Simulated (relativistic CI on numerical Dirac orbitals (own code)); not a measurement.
# Sc²⁺: K-beta emission multiplets

Wanted: the shape of the K-beta emission spectrum of Sc²⁺ in 3 surroundings, from the same atomic integrals.

Method: Dirac-Coulomb-Breit CI, KLI orbitals optimised for each configuration, model QED (radiative potential, 1s self-energy scaled to tabulated hydrogen-like ionisation energies), valence Slater integrals scaled by 0.8, multiplet model of X-ray emission after core ionisation in a parametric crystal field. Code: relativistic CI on numerical Dirac orbitals (own code) version 1.

## Step 1: The system

- ion: Sc²⁺ (Sc III)
- nuclear charge: 21
- electrons: 19
- configurations: [Ar] 3d → 1s 2s2 2p6 3s2 3p6 3d → [Ne] 3s2 3p5 3d
- temperature: 300 K
- widths: Lorentz 2.24 eV, Gauss 1 eV
- surrounding 1: D3d, 10Dq = 16600, Dsigma = 240, Dtau = 200 cm⁻¹
- surrounding 2: D3d, 10Dq = 16600, Dsigma = 720, Dtau = 200 cm⁻¹
- surrounding 3: D3d, 10Dq = 16600, Dsigma = 1200, Dtau = 200 cm⁻¹

## Step 2: Surrounding 1: D3d, 10Dq = 16600, Dsigma = 240, Dtau = 200

Settings, as recorded:

```ini
atom Sc  Z=21  charge=2  electrons=19
nucleus A=45  rms_radius_fm=3.5459
hamiltonian dirac-coulomb  breit=on  qed=on  c_scale=1
orbitals kli  potential=per-configuration
slater_scale 0.8
correlation none
mixing on
configurations
  [Ar] 3d
  1s 2s2 2p6 3s2 3p6 3d
  [Ne] 3s2 3p5 3d
end
emission K-beta T=300 lorentz=2.24 gauss=1.0
crystal_field D3d 10Dq=16600 Dsigma=240 Dtau=200
```

## Step 3: Surrounding 2: D3d, 10Dq = 16600, Dsigma = 720, Dtau = 200

Settings: those of step 2 with these lines changed.

```diff
@@ -13,2 +13,2 @@
 emission K-beta T=300 lorentz=2.24 gauss=1.0
-crystal_field D3d 10Dq=16600 Dsigma=240 Dtau=200
+crystal_field D3d 10Dq=16600 Dsigma=720 Dtau=200
```

## Step 4: Surrounding 3: D3d, 10Dq = 16600, Dsigma = 1200, Dtau = 200

Settings: those of step 3 with these lines changed.

```diff
@@ -13,2 +13,2 @@
 emission K-beta T=300 lorentz=2.24 gauss=1.0
-crystal_field D3d 10Dq=16600 Dsigma=720 Dtau=200
+crystal_field D3d 10Dq=16600 Dsigma=1200 Dtau=200
```

(Steps that only read results are left out.)

**Question.** What will these runs give? Wanted: highest peak, first run; ground spin.

As calculated:

| surrounding | ground S | centroid (eV) | spread (eV) | up to four highest peaks (% of the highest), eV |
| --- | --- | --- | --- | --- |
| 1: D3d | 0.50 | 4461.12 | 2.68 | 4449.6 (8), 4462.2 (100) |
| 2: D3d | 0.50 | 4461.12 | 2.68 | 4449.6 (8), 4462.2 (100) |
| 3: D3d | 0.50 | 4461.12 | 2.68 | 4449.4 (8), 4462.2 (100) |

| quantity | value |
| --- | --- |
| highest peak, first run | 4462.2 eV |
| ground spin (effective S from ⟨S²⟩) | 0.50 |

What this shows: The highest peak stays in place, within the step of the energy grid, in all surroundings. Photon energies are those of the free ion; lines in solids lie a few eV away.
